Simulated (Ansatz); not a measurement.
## SrMg2 and its elements: a formation energy from the elements, step by step

Program: the Ansatz DFT code, driven from Python.

Contents of `srmg2_srmg2.cif`:
```cif
data_SrMg2
_cell_length_a 3.716338
_cell_length_b 3.716338
_cell_length_c 16.864613
_cell_angle_alpha 90.00000
_cell_angle_beta 90.00000
_cell_angle_gamma 120.00000
_symmetry_space_group_name_H-M 'P 1'
_symmetry_Int_Tables_number 1
loop_
_symmetry_equiv_pos_as_xyz
'x, y, z'
loop_
_atom_site_label
_atom_site_type_symbol
_atom_site_fract_x
_atom_site_fract_y
_atom_site_fract_z
Sr1 Sr    0.333333    0.666667    0.250000
Sr2 Sr    0.666667    0.333333    0.750000
Mg3 Mg    0.666667    0.333333    0.426362
Mg4 Mg    0.666667    0.333333    0.073638
Mg5 Mg    0.333333    0.666667    0.926362
Mg6 Mg    0.333333    0.666667    0.573638
```

Input file `srmg2_sr.extxyz`:
```text
1
Lattice="0.0 3.04235 3.04235 3.04235 0.0 3.04235 3.04235 3.04235 0.0" Properties=species:S:1:pos:R:3 pbc="T T T"
Sr    0.00000000    0.00000000    0.00000000
```

The script reads `srmg2_mg.extxyz`:
```text
2
Lattice="3.2093 0.0 0.0 -1.60465 2.77933533 0.0 0.0 0.0 5.2103" Properties=species:S:1:pos:R:3 pbc="T T T"
Mg   -0.00000000    1.85289022    1.30257500
Mg    1.60465000    0.92644511    3.90772500
```

Run as a notebook:

**Cell 1**
```python
from collections import Counter
import warnings

import ansatz as az
from ase.io import read
import numpy as np
```

**Cell 2**
```python
def solve(name, crystal):
    calc = (
        crystal.calculation()
        .functional("pbesol")
        .basis(520)
        .kpoints(spacing=0.3)
        .occupations("fermi_dirac", width=0.05)
        .stress()
    )
    calc = calc.relax(force_tolerance=0.03, max_steps=40, cell=True)
    return calc.run(threads=1)
```

**Cell 3**
```python
def counts(outcome):
    return Counter(site.symbol for site in outcome.lattice.sites)

def formation_energy(outcome, mu):
    n = counts(outcome)
    return (outcome.report["energy_sigma0_ev"] - sum(k * mu[element] for element, k in n.items())) / sum(n.values())
```

**Cell 4**
```python
def volume_per_atom(outcome):
    return abs(np.linalg.det(outcome.lattice.cell_ang)) / len(outcome.lattice.sites)

warnings.simplefilter("ignore", az.DeckWarning)

phases = {}
atoms = read("srmg2_srmg2.cif")
srmg2 = az.Crystal.from_ase(atoms)
phases["SrMg2"] = srmg2
sr = az.Crystal.from_extxyz("srmg2_sr.extxyz")
phases["Sr"] = sr
mg = az.Crystal.from_extxyz("srmg2_mg.extxyz")
phases["Mg"] = mg
```

**Cell 5**
```python
done = {}
for name, crystal in phases.items():
    done[name] = solve(name, crystal)
    print(f"{name}: {done[name].report['energy_sigma0_ev']:.4f} eV, {len(done[name].lattice.sites)} atoms")
```
Output:
```text
SrMg2: -14631.5988 eV, 6 atoms
Sr: -3492.1887 eV, 1 atoms
Mg: -3824.1289 eV, 2 atoms
```

**Cell 6**
```python
# energy of one atom in its reference phase
references = {"Sr": "Sr", "Mg": "Mg"}
mu = {element: done[name].report["energy_sigma0_ev"] / len(done[name].lattice.sites) for element, name in references.items()}
```

**Cell 7**
```python
target = done["SrMg2"]
heat = formation_energy(target, mu)
n = counts(target)
print("cell content:", dict(n), " volume", round(volume_per_atom(target), 3), "A^3/atom")
print("formation energy", round(heat, 4), "eV/atom,", round(heat * sum(n.values()), 4), "eV per cell")
print("bound against the elements" if heat < 0 else "unbound against the elements")
```
Output:
```text
cell content: {<Element.SR: 'Sr'>: 2, <Element.MG: 'Mg'>: 4}  volume 31.802 A^3/atom
formation energy 0.1727 eV/atom, 1.0364 eV per cell
unbound against the elements
```

Absolute energies stand on the zero of these potentials, so only differences at equal settings mean something. For the metals among these phases the mesh is modest: differences between phases can be off by up to 40 meV an atom. The cells come from databases of deposited and of computed structures, and not all need be stable phases. The compound is the structure given, not necessarily its lowest; energies are at zero temperature, with no correction for gases. A semilocal functional's error on such energies is often 0.05 to 0.1 eV an atom, and 0.1 to 0.3 eV against gases such as O2 or F2. Wall time of the script: 49 s on 1 thread of Arm Neoverse V2, on a shared host, peak memory 0.61 GiB.

(Lines on the test bed's own set-up are left out of the output.)
